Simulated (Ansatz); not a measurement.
# CH4SeSi: single points off equilibrium

An exercise on one series of results from a longer session: the logs are not shown, and one member is left open.

Program: Ansatz 0.2.0, Gaussian basis. Level of theory: single points in def2-TZVPP. These are calculated values, not measurements.

Correlated methods freeze the cores. Filled d shells of the heavier atoms are correlated.

### The starting structure

SMILES `C1[SiH2][Se]1`, 7 atoms, charge 0, spin multiplicity 1.

Atoms are counted from 1 here; the program's logs count them from 0.

Bond lengths: C1–Si2 1.891 Å, C1–Se3 2.021 Å, C1–H4 1.101 Å, C1–H5 1.072 Å, Si2–Se3 2.280 Å, Si2–H6 1.477 Å, Si2–H7 1.434 Å. Angles: Si2–C1–Se3 71.2°, Si2–C1–H4 122.3°, Si2–C1–H5 120.7°, Se3–C1–H4 115.3°, Se3–C1–H5 112.7°, H4–C1–H5 109.1°, C1–Si2–Se3 57.1°, C1–Si2–H6 114.6°, C1–Si2–H7 122.7°, Se3–Si2–H6 112.8°, Se3–Si2–H7 118.7°, H6–Si2–H7 117.0°, C1–Se3–Si2 51.7°.

Geometry (Å):

```xyz
7
charge 0, multiplicity 1
C    -0.70920   -0.50930   -0.37650
Si    0.74470    0.33150    0.49150
Se   -0.33490    1.25260   -1.29300
H    -0.58080   -1.40310   -1.00620
H    -1.67760   -0.53920    0.08270
H     0.40190    0.98950    1.76880
H     2.10180   -0.10210    0.32700
```

The first run:

Contents of run/in.yaml:

```yaml
crystal:
  periodic: [false, false, false]
  atoms:
    - {symbol: C, position_ang: [-0.709200, -0.509300, -0.376500]}
    - {symbol: Si, position_ang: [0.744700, 0.331500, 0.491500]}
    - {symbol: Se, position_ang: [-0.334900, 1.252600, -1.293000]}
    - {symbol: H, position_ang: [-0.580800, -1.403100, -1.006200]}
    - {symbol: H, position_ang: [-1.677600, -0.539200, 0.082700]}
    - {symbol: H, position_ang: [0.401900, 0.989500, 1.768800]}
    - {symbol: H, position_ang: [2.101800, -0.102100, 0.327000]}
basis:
  gaussian: {orbitals: def2-TZVPP}
correlation: {method: ccsd_t}
output: {forces: true}
```

The command line of these runs was not kept.

Steps of the session up to this table: CCSD(T)/def2-TZVPP; PBE0-D4/def2-TZVPP; wB97M-V/def2-TZVPP; r2SCAN-D4/def2-TZVPP; PBE-D4/def2-TZVPP; revPBE-D4/def2-TZVPP; r2SCANh-D4/def2-TZVPP.

One table of the session follows, with a row left open; its other results are not shown here.

| method | RMS force component (eV/Å) | angle to CCSD(T) forces (°) | dipole (D) |
| --- | --- | --- | --- |
| CCSD(T) | 0.554 | reference | 2.02 |
| PBE0-D4 | 0.624 | 9.9 | 2.03 |
| wB97M-V | ? | ? | ? |
| r2SCAN-D4 | 0.601 | 6.1 | 2.02 |
| PBE-D4 | 0.574 | 13.9 | 1.83 |
| revPBE-D4 | 0.561 | 15.4 | 1.83 |
| r2SCANh-D4 | 0.617 | 7.6 | 2.07 |

**Question.** Estimate the row for wB97M-V.

**Answer.** RMS force component (eV/Å): 0.600; angle to CCSD(T) forces (°): 10.0; dipole (D): 2.10. In the column «RMS force component (eV/Å)» it lies between PBE-D4 (0.574) and r2SCAN-D4 (0.601).
